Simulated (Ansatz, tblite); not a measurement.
**The cluster Li6Te2: removing and adding an electron**

One table from this session's results is given with a row withheld; the runs are named, their logs left out.

Computed with Ansatz 0.2.0, Gaussian basis. Level: as each input shows.

Levels to be run: charge +1 doublet, at the geometry of the singlet (PBE0-D4/def2-TZVP, PBE-D4/def2-TZVP, r2SCAN-D4/def2-TZVP, CCSD(T)/def2-SVP); charge -1 doublet, at the geometry of the singlet (PBE0-D4/def2-TZVPD, PBE-D4/def2-TZVPD, r2SCAN-D4/def2-TZVPD); charge -1 doublet, relaxed (PBE0-D4/def2-TZVPD, PBE-D4/def2-TZVPD); the starting singlet's energies come from earlier runs.

### The relaxed structure

The geometry is that of the singlet, from an earlier relaxation (PBE0-D4/def2-SVP). At that level it is the lowest of the isomers that a small search found.

8 atoms, charge 0, spin multiplicity 1.

Atoms are counted from 1 here; the program's logs count them from 0.

Bond lengths: Li1–Te7 2.568 Å, Li2–Te7 2.650 Å, Li2–Te8 2.647 Å, Li3–Te7 2.740 Å, Li3–Te8 2.741 Å, Li4–Te8 2.568 Å, Li6–Te7 2.650 Å, Li6–Te8 2.649 Å. Angles: Te7–Li2–Te8 107.5°, Te7–Li3–Te8 102.4°, Te7–Li6–Te8 107.4°, Li1–Te7–Li2 78.9°, Li1–Te7–Li3 63.8°, Li1–Te7–Li6 121.3°, Li2–Te7–Li3 65.9°, Li2–Te7–Li6 61.9°, Li3–Te7–Li6 61.0°, Li2–Te8–Li3 66.0°, Li2–Te8–Li4 79.1°, Li2–Te8–Li6 61.9°, Li3–Te8–Li4 63.7°, Li3–Te8–Li6 61.0°, Li4–Te8–Li6 121.3°.

Te takes a core potential in the def2 sets. No spin-orbit coupling is included.

Set-up of the first run:

Contents of in.yaml:

```yaml
crystal:
  periodic: [false, false, false]
  atoms:
    - {symbol: Li, position_ang: [0.478182, -2.154225, -0.981793]}
    - {symbol: Li, position_ang: [0.443417, 1.122957, -1.486064]}
    - {symbol: Li, position_ang: [-0.762004, -0.330451, 0.759732]}
    - {symbol: Li, position_ang: [1.751606, 0.648249, 1.529625]}
    - {symbol: Li, position_ang: [1.714582, -2.472735, 1.897954]}
    - {symbol: Li, position_ang: [-2.119129, 1.565557, -0.670656]}
    - {symbol: Te, position_ang: [-1.442676, -0.698925, -1.869093]}
    - {symbol: Te, position_ang: [-0.063978, 2.319573, 0.820286]}
basis:
  gaussian: {orbitals: def2-SVP}
total_charge: 1
magnetization: {spin_polarized: true, initial_magnetization: 1}
hamiltonian: {xc: pbe0, dispersion: d4}
output: {orbitals: {seedname: orbitals}}
```

Command:

```console
$ ansatz run in.yaml --threads 4 --pin off --events-out ev --progress --plain --max-ram 3916MiB
```

Among the steps run: Charge +1 doublet at the fixed geometry, first pass, PBE0-D4/def2-SVP; Charge +1 doublet at the fixed geometry, PBE0-D4/def2-TZVP; Charge +1 doublet at the fixed geometry, PBE-D4/def2-TZVP; Charge +1 doublet at the fixed geometry, r2SCAN-D4/def2-TZVP; Charge +1 doublet at the fixed geometry, CCSD(T)/def2-SVP.

One table of the session follows, with a row left open; its other results are not shown here.

It belongs to the step «Vertical ionisation energy». 

| method | vertical ionisation energy (eV) |
| --- | --- |
| HF/def2-SVP | 4.97 |
| PBE-D4/def2-TZVP | 5.74 |
| r2SCAN-D4/def2-TZVP | ? |
| PBE0-D4/def2-TZVP | 5.80 |
| MP2/def2-SVP | 5.46 |
| CCSD/def2-SVP | 5.66 |
| CCSD(T)/def2-SVP | 5.67 |

Q: Estimate the row for r2SCAN-D4/def2-TZVP from the others.

As computed: vertical ionisation energy (eV): 5.62. In the column «vertical ionisation energy (eV)» it lies between MP2/def2-SVP (5.46) and CCSD/def2-SVP (5.66).

Limits of these values: The closed-shell reference under CCSD(T)/def2-SVP is unstable towards broken spin symmetry, which adds to the doubt on it. The anion's highest level is positive in at least one run, so there the basis alone may hold the extra electron.
